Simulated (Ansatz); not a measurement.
# H6OSiSn: small, medium and large basis sets

An exercise on one series of results from a longer session: the logs are not shown, and one member is left open.

Computed with Ansatz 0.2.0, Gaussian basis. Level: one geometry, several basis sets.

The runs, in order: PBE0-D4/def2-SVP; ωB97M-V/def2-SVP; PBE0-D4/def2-QZVPP; ωB97M-V/def2-QZVPP; the functionals' def2-TZVPP values are taken from earlier runs.

### The geometry

The geometry comes from an earlier relaxation with PBE0-D4 in a triple-zeta def2 set; it is a stationary point, not always the lowest conformer. Sn takes the def2 core potential; no spin-orbit term is included.

SMILES `[SiH3][O][SnH3]`, 9 atoms, charge 0, spin multiplicity 1.

Atoms are counted from 1 here; the program's logs count them from 0.

Bond lengths: Si1–O2 1.627 Å, Si1–H4 1.492 Å, Si1–H5 1.486 Å, Si1–H6 1.492 Å, O2–Sn3 1.963 Å, Sn3–H7 1.699 Å, Sn3–H8 1.705 Å, Sn3–H9 1.705 Å. Angles: O2–Si1–H4 111.4°, O2–Si1–H5 109.0°, O2–Si1–H6 111.4°, H4–Si1–H5 108.8°, H4–Si1–H6 107.4°, H5–Si1–H6 108.8°, Si1–O2–Sn3 136.6°, O2–Sn3–H7 103.7°, O2–Sn3–H8 106.7°, O2–Sn3–H9 106.7°, H7–Sn3–H8 113.3°, H7–Sn3–H9 113.3°, H8–Sn3–H9 112.3°.

Set-up of the first run:

Input file in.yaml:

```yaml
crystal:
  periodic: [false, false, false]
  atoms:
    - {symbol: Si, position_ang: [-0.707504, 1.106253, -0.961768]}
    - {symbol: O, position_ang: [0.549635, 0.232730, -0.410972]}
    - {symbol: Sn, position_ang: [0.837113, -1.145673, 0.956351]}
    - {symbol: H, position_ang: [-1.786010, 0.228132, -1.502038]}
    - {symbol: H, position_ang: [-0.232967, 2.004117, -2.046444]}
    - {symbol: H, position_ang: [-1.309616, 1.937379, 0.121225]}
    - {symbol: H, position_ang: [2.493744, -1.499815, 0.829868]}
    - {symbol: H, position_ang: [-0.166009, -2.460890, 0.544685]}
    - {symbol: H, position_ang: [0.410113, -0.448434, 2.451994]}
basis:
  gaussian: {orbitals: def2-SVP}
hamiltonian: {xc: pbe0, dispersion: d4}
output: {orbitals: {seedname: orbitals}}
```

Steps of the session up to this table: PBE0-D4 in def2-SVP; ωB97M-V in def2-SVP; PBE0-D4 in def2-QZVPP; ωB97M-V in def2-QZVPP.

One of the session's tables, all rows but one given; the rest of the session is left out.

It belongs to the step «Functionals by basis». 

```
functional       basis  HOMO (eV)
   PBE0-D4    def2-SVP      -8.12
   PBE0-D4  def2-TZVPP      -8.25
   PBE0-D4  def2-QZVPP      -8.27
   ωB97M-V    def2-SVP          ?
   ωB97M-V  def2-TZVPP     -10.55
   ωB97M-V  def2-QZVPP     -10.57
```

Estimate the missing values for ωB97M-V, def2-SVP.

**Answer.** HOMO (eV): -10.38. In the column «HOMO (eV)» it lies between ωB97M-V, def2-TZVPP (-10.55) and PBE0-D4, def2-QZVPP (-8.27).
